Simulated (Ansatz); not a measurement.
**CsPt: a closer look at a trial structure**

The task, for CsPt: compute bands, density of states and charges.

Method: DFT PBE, scalar-relativistic, plane waves, PAW, in Ansatz 0.2.0.

### 1 The starting structure

The structure is cubic, space group F-43m (No. 216). Conventional cell: a = 7.153 Å, b = 7.153 Å, c = 7.153 Å, α = 90.00°, β = 90.00°, γ = 90.00°. Cs (site symmetry -43m) has 4 Pt at 3.10 Å in its first shell of neighbours. Around Pt (site symmetry -43m) lie 4 Cs at 3.10 Å.

As a file:

```
CELL_PARAMETERS angstrom
0.00000 3.57667 3.57667
3.57667 0.00000 3.57667
3.57667 3.57667 0.00000
ATOMIC_POSITIONS crystal
Cs 0.00000 0.00000 0.00000
Pt 0.25000 0.25000 0.25000
```

The cell was relaxed beforehand at this level, from a database cell with other species swapped in; it is a trial structure. At a tolerance of 0.05 Å it has space group F-43m (No. 216); it has 45.75 Å³/atom, an uncorrected energy of +1.08 eV/atom over the elements.

### 2 Electronic structure at the relaxed geometry

input.yaml reads:

```yaml
crystal:
  lattice:
    - [0.0, 3.5766701851, 3.5766701851]
    - [3.5766701851, 0.0, 3.5766701851]
    - [3.5766701851, 3.5766701851, 0.0]
  atoms:
    - { symbol: Cs, position: [0.0, 0.0, 0.0] }
    - { symbol: Pt, position: [0.25, 0.25, 0.25] }
basis:
  ecutwfc: 420
kpoints:
  mp_grid: { grid: [14, 14, 14] }
  band_path:
    path:
      - [[0.0, 0.0, 0.0], [-0.5, -0.5, 0.0], [-0.375, -0.375, 0.25]]
      - [[-0.375, 0.0, 0.375], [0.0, 0.0, 0.0], [0.0, 0.0, 0.5], [-0.5, -0.25, 0.25], [-0.5, -0.5, 0.0]]
    npoints: 14
hamiltonian:
  xc: pbe
scf:
  occupations: { method: gaussian, width: 0.1 }
  n_extra_bands: 6
output:
  forces: true
  stress: true
  eigenvalues: true
  populations: true
  dos: { projected: true, de: 0.02, nscf_kmesh: { grid: [17, 17, 17] } }
  bader: true
```

Run with:

```bash
$ ansatz run input.yaml --threads 1 --pin off --max-ram 2560MiB --backend cpu --events-out ev --progress --plain --runs-dir out
```

Q: Predict the outcome of this session. Wanted: gap; states at the Fermi level; Bader charges.

As calculated:

| quantity | value |
| --- | --- |
| gap | none (metal) |
| states at the Fermi level | 2.25 per eV per cell |
| Bader charges | Cs +0.68, Pt -0.68 e |

What this shows: Bands cross the Fermi level: a metal at this level of theory. Of the projected weight within 0.25 eV of the Fermi level, the largest part is Pt 5d (57 %) and Pt 6s (30 %). Bader charges reach 0.7 e, so charge transfer in this metal is moderate. These runs have no spin-orbit coupling; with Pt it would split and shift bands.
